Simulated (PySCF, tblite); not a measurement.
# C₆H₁₃N: a rotation path, then NMR shifts on frames, part 1 of 2

How do NMR shifts of C₆H₁₃N (`CC(C)=CCCN`) change as the atoms move?

The runs use tblite 0.8.0 and PySCF 2.14.0, with density-fitted response routines of our own; the level of theory stands in each step. All values are computed, except where a source is named. Atoms count from 0, in the outputs and in this text.

### Step 1. Starting geometry

20 atoms, charge 0, multiplicity 1; geometry from: GFN2-xTB.

Bonds of the start (Å): C0–C1 1.50, C1–C2 1.50, C1–C3 1.33, C3–C4 1.50, C4–C5 1.53, C5–N6 1.45, C0–H7 1.09, C0–H8 1.09, C0–H9 1.09, C2–H10 1.09, C2–H11 1.08, C2–H12 1.09, C3–H13 1.08, C4–H14 1.09, C4–H15 1.09, C5–H16 1.09, C5–H17 1.10, N6–H18 1.02, N6–H19 1.01.

### Step 2. The rotation path with GFN2-xTB

What the job is given:

```
{"job": {"kind": "neb", "xc": "GFN2-xTB", "basis": "xTB", "atoms": [3, 4, 5, 6], "turn": 120}, "charge": 0, "multiplicity": 1}
C     -2.466949     0.902629    -1.081065
C     -1.376945     0.254505    -0.276406
C     -1.762168    -1.072652     0.306277
C     -0.200935     0.847933    -0.113144
C      0.986906     0.334910     0.640482
C      2.039757    -0.230212    -0.320255
N      3.155259    -0.778516     0.435143
H     -2.156339     1.874233    -1.456142
H     -2.735192     0.272344    -1.928923
H     -3.360934     1.033015    -0.471639
H     -2.531390    -0.935083     1.067013
H     -0.918484    -1.586415     0.754339
H     -2.180082    -1.709721    -0.472382
H     -0.038919     1.804279    -0.596081
H      1.434800     1.156765     1.206037
H      0.714248    -0.445405     1.349061
H      1.596290    -1.047369    -0.896336
H      2.339472     0.558306    -1.032818
H      3.611490    -0.043596     0.966586
H      3.844966    -1.179271    -0.191268
```

With the program's defaults for keys left out, this is: GFN2-xTB climbing-image nudged elastic band, gas phase.

Run with:

```bash
OMP_NUM_THREADS=1 python probes_run.py task.json out
```

One launch serves the whole session: the jobs run in the order shown.

What it wrote:

```text
image   E - E0 / eV
  0      -0.0000
  1       0.0120
  2       0.0422
  3       0.0764
  4       0.0971
  5       0.0932
  6       0.0703
  7       0.0449
  8       0.0302
```

It took 3 s on 1 thread of Arm Neoverse V1, shared host; peak memory 0.18 GiB.

The final band, with the dihedral C3–C4–C5–N6:

```
image  dihedral (°)  energy (eV)  energy (kcal/mol)
    0          -177        0.000                0.0
    1          -164        0.012                0.3
    2          -150        0.042                1.0
    3          -135        0.076                1.8
    4          -121        0.097                2.2
    5          -106        0.093                2.2
    6           -92        0.070                1.6
    7           -77        0.045                1.0
    8           -63        0.030                0.7
```

### Step 3. Nuclear shieldings: image 0, PBE0/pcSseg-1

What the job is given:

```
{"job": {"kind": "nmr", "xc": "PBE0", "basis": "pcSseg-1", "pop": false}, "charge": 0, "multiplicity": 1}
C     -2.466900     0.902600    -1.081100
C     -1.376900     0.254500    -0.276400
C     -1.762200    -1.072700     0.306300
C     -0.200900     0.847900    -0.113100
C      0.986900     0.334900     0.640500
C      2.039800    -0.230200    -0.320300
N      3.155300    -0.778500     0.435100
H     -2.156300     1.874200    -1.456100
H     -2.735200     0.272300    -1.928900
H     -3.360900     1.033000    -0.471600
H     -2.531400    -0.935100     1.067000
H     -0.918500    -1.586400     0.754300
H     -2.180100    -1.709700    -0.472400
H     -0.038900     1.804300    -0.596100
H      1.434800     1.156800     1.206000
H      0.714200    -0.445400     1.349100
H      1.596300    -1.047400    -0.896300
H      2.339500     0.558300    -1.032800
H      3.611500    -0.043600     0.966600
H      3.845000    -1.179300    -0.191300
```

Method: GIAO PBE0/pcSseg-1 NMR shielding, non-relativistic, gas phase.

What it wrote:

```text
coarse grid: 15640 points
cycle   1  E = -290.6983579808  dE =  6.331e-01  |g| = 4.931e-01  |ddm| = 3.828e+00
cycle   2  E = -290.6906916265  dE =  7.666e-03  |g| = 5.413e-01  |ddm| = 9.890e-01
cycle   3  E = -290.7621654124  dE = -7.147e-02  |g| = 4.098e-02  |ddm| = 5.259e-01
cycle   4  E = -290.7623938190  dE = -2.284e-04  |g| = 2.293e-02  |ddm| = 4.789e-02
cycle   5  E = -290.7625075439  dE = -1.137e-04  |g| = 5.161e-03  |ddm| = 2.320e-02
cycle   6  E = -290.7625123646  dE = -4.821e-06  |g| = 2.682e-03  |ddm| = 6.375e-03
final grid: 148080 points
cycle   7  E = -290.8028343239  dE = -3.914e-05  |g| = 1.044e-02  |ddm| = 3.220e-02
cycle   8  E = -290.8028170584  dE =  1.727e-05  |g| = 1.350e-02  |ddm| = 2.071e-02
cycle   9  E = -290.8028608192  dE = -4.376e-05  |g| = 2.063e-03  |ddm| = 1.200e-02
cycle  10  E = -290.8028618877  dE = -1.068e-06  |g| = 1.999e-04  |ddm| = 1.891e-03
cycle  11  E = -290.8028618958  dE = -8.145e-09  |g| = 9.223e-05  |ddm| = 2.572e-04
cycle  12  E = -290.8028618977  dE = -1.841e-09  |g| = 2.251e-05  |ddm| = 9.996e-05
cycle  13  E = -290.8028618978  dE = -1.139e-10  |g| = 4.355e-06  |ddm| = 2.820e-05
converged SCF energy = -290.8028618978

GIAO shielding tensors (ppm)
atom      isotropic    diamagn.    paramagn.     s11        s22        s33       span
  0 C      157.636     246.508     -88.872    136.903    148.053    187.951     51.048
  1 C       46.252     261.279    -215.026    -67.154     46.921    158.990    226.143
  2 C      167.837     248.445     -80.608    151.401    166.532    185.578     34.178
  3 C       57.247     257.882    -200.636    -45.223     78.744    138.219    183.442
  4 C      150.343     248.946     -98.602    127.651    153.993    169.385     41.734
  5 C      137.517     246.993    -109.476    118.270    128.904    165.377     47.106
  6 N      228.583     310.283     -81.700    188.809    240.968    255.972     67.163
  7 H       29.982      30.335      -0.353     26.048     29.127     34.772      8.724
  8 H       29.934      29.049       0.885     26.574     27.933     35.294      8.720
  9 H       29.915      28.294       1.621     26.376     27.994     35.374      8.998
 10 H       30.156      29.651       0.505     26.572     27.444     36.452      9.879
 11 H       29.320      32.542      -3.222     24.062     30.308     33.589      9.527
 12 H       30.312      30.341      -0.029     26.713     28.357     35.864      9.151
 13 H       26.125      35.127      -9.002     23.069     25.421     29.885      6.816
 14 H       29.874      32.386      -2.512     25.845     29.288     34.489      8.644
 15 H       29.104      33.427      -4.323     24.970     29.978     32.364      7.394
 16 H       29.251      32.332      -3.081     25.139     29.884     32.730      7.591
 17 H       28.574      31.978      -3.403     23.098     29.447     33.178     10.080
 18 H       31.558      29.346       2.212     24.695     30.040     39.940     15.246
 19 H       30.872      28.057       2.815     23.509     27.772     41.337     17.828
```

Wall time 22 s (1 thread of Arm Neoverse V1, shared host); peak memory 0.84 GiB.

The references, computed at this level on geometries of the same kind, shield at (ppm): 1H TMS 31.72, 13C TMS 186.9, 15N NH3 267.7. Their shielding less the atom's gives the shift. The references are single molecules in the gas phase, so shifts against H2O, NH3, PH3, H3PO4 or CFCl3 are not on the usual liquid scales and can be off by tens of ppm. Each atom is listed at this fixed geometry, with no averaging over motion; a spectrum would average atoms that exchange fast.

```
atoms                           environment  σ (ppm)  δ (ppm)
   C1       fully substituted alkene carbon     46.3    140.7
   C3                             alkene CH     57.2    129.7
   C5                   sp3 CH2 bonded to N    137.5     49.4
   C4                       allylic sp3 CH2    150.3     36.6
   C0                 allylic methyl carbon    157.6     29.3
   C2                 allylic methyl carbon    167.8     19.1
  H13              hydrogen on an alkene CH    26.13     5.59
  H17    hydrogen on an sp3 CH2 bonded to N    28.57     3.14
  H15        hydrogen on an allylic sp3 CH2    29.10     2.61
  H16    hydrogen on an sp3 CH2 bonded to N    29.25     2.47
  H11  hydrogen on an allylic methyl carbon    29.32     2.40
  H14        hydrogen on an allylic sp3 CH2    29.87     1.84
   H9  hydrogen on an allylic methyl carbon    29.91     1.80
   H8  hydrogen on an allylic methyl carbon    29.93     1.78
   H7  hydrogen on an allylic methyl carbon    29.98     1.73
  H10  hydrogen on an allylic methyl carbon    30.16     1.56
  H12  hydrogen on an allylic methyl carbon    30.31     1.41
  H19         hydrogen on an amine nitrogen    30.87     0.84
  H18         hydrogen on an amine nitrogen    31.56     0.16
   N6                        amine nitrogen    228.6     39.1
```

### Step 4. Nuclear shieldings: image 2, PBE0/pcSseg-1

What the job is given:

```
{"job": {"kind": "nmr", "xc": "PBE0", "basis": "pcSseg-1", "pop": false}, "charge": 0, "multiplicity": 1}
C     -2.487900     0.799400    -1.094200
C     -1.352100     0.256400    -0.274800
C     -1.649300    -1.066000     0.370000
C     -0.212900     0.926500    -0.155100
C      1.006700     0.510700     0.607800
C      2.085500    -0.048800    -0.337500
N      2.879800    -1.051000     0.356400
H     -2.258000     1.781800    -1.499700
H     -2.708400     0.127000    -1.923200
H     -3.384900     0.875300    -0.480600
H     -2.421000    -0.945200     1.131500
H     -0.771000    -1.508400     0.828000
H     -2.031100    -1.761500    -0.376600
H     -0.108400     1.862700    -0.690100
H      1.402000     1.370400     1.155000
H      0.767800    -0.259700     1.338700
H      1.601400    -0.549100    -1.181900
H      2.689400     0.780600    -0.743300
H      3.384100    -0.630300     1.130000
H      3.563200    -1.460200    -0.271700
```

Method: GIAO PBE0/pcSseg-1 NMR shielding, non-relativistic, gas phase.

What it wrote:

```text
coarse grid: 15640 points
cycle   1  E = -290.6946971423  dE =  6.295e-01  |g| = 4.940e-01  |ddm| = 3.817e+00
cycle   2  E = -290.6855647591  dE =  9.132e-03  |g| = 5.475e-01  |ddm| = 9.892e-01
cycle   3  E = -290.7586750060  dE = -7.311e-02  |g| = 4.227e-02  |ddm| = 5.342e-01
cycle   4  E = -290.7589261539  dE = -2.511e-04  |g| = 2.314e-02  |ddm| = 4.714e-02
cycle   5  E = -290.7590418668  dE = -1.157e-04  |g| = 4.935e-03  |ddm| = 2.158e-02
cycle   6  E = -290.7590461435  dE = -4.277e-06  |g| = 2.622e-03  |ddm| = 6.221e-03
final grid: 148080 points
cycle   7  E = -290.7997779284  dE = -4.219e-05  |g| = 1.061e-02  |ddm| = 3.665e-02
cycle   8  E = -290.7997583826  dE =  1.955e-05  |g| = 1.396e-02  |ddm| = 2.120e-02
cycle   9  E = -290.7998052369  dE = -4.685e-05  |g| = 2.138e-03  |ddm| = 1.243e-02
cycle  10  E = -290.7998063827  dE = -1.146e-06  |g| = 2.192e-04  |ddm| = 1.958e-03
cycle  11  E = -290.7998063927  dE = -1.003e-08  |g| = 9.747e-05  |ddm| = 2.978e-04
cycle  12  E = -290.7998063948  dE = -2.028e-09  |g| = 2.529e-05  |ddm| = 1.022e-04
cycle  13  E = -290.7998063949  dE = -1.421e-10  |g| = 4.752e-06  |ddm| = 2.954e-05
converged SCF energy = -290.7998063949

GIAO shielding tensors (ppm)
atom      isotropic    diamagn.    paramagn.     s11        s22        s33       span
  0 C      157.718     246.307     -88.589    136.995    148.301    187.859     50.864
  1 C       47.599     261.006    -213.407    -63.519     47.692    158.624    222.143
  2 C      167.440     248.489     -81.049    151.448    165.663    185.209     33.761
  3 C       55.853     257.015    -201.163    -49.674     75.942    141.290    190.964
  4 C      150.689     249.289     -98.600    125.953    152.118    173.994     48.041
  5 C      136.840     246.191    -109.351    118.771    130.267    161.484     42.713
  6 N      227.938     311.016     -83.078    189.275    235.425    259.115     69.840
  7 H       29.977      30.122      -0.145     26.050     29.025     34.855      8.805
  8 H       29.897      28.957       0.940     26.547     27.893     35.252      8.706
  9 H       29.936      28.222       1.715     26.308     28.124     35.376      9.068
 10 H       30.158      29.714       0.444     26.547     27.481     36.444      9.897
 11 H       29.182      32.407      -3.224     23.887     29.934     33.726      9.839
 12 H       30.293      30.420      -0.126     26.724     28.392     35.764      9.040
 13 H       26.046      34.801      -8.755     23.018     25.296     29.823      6.805
 14 H       29.485      31.777      -2.292     25.650     28.376     34.429      8.778
 15 H       29.324      33.802      -4.478     25.342     30.588     32.044      6.702
 16 H       29.415      32.139      -2.724     25.431     29.805     33.008      7.577
 17 H       28.245      30.795      -2.550     23.036     28.602     33.098     10.061
 18 H       31.423      29.346       2.077     24.717     29.714     39.838     15.122
 19 H       30.969      28.372       2.597     23.584     27.638     41.684     18.100
```

Run time: 22 s. Hardware: 1 thread of Arm Neoverse V1, shared host; peak memory 0.84 GiB.

This run: δ C1 139.3, C3 131.1, C5 50.1, C4 36.2, H13 5.67, H17 3.47 ppm.

(Continued in part 2 of 2.)
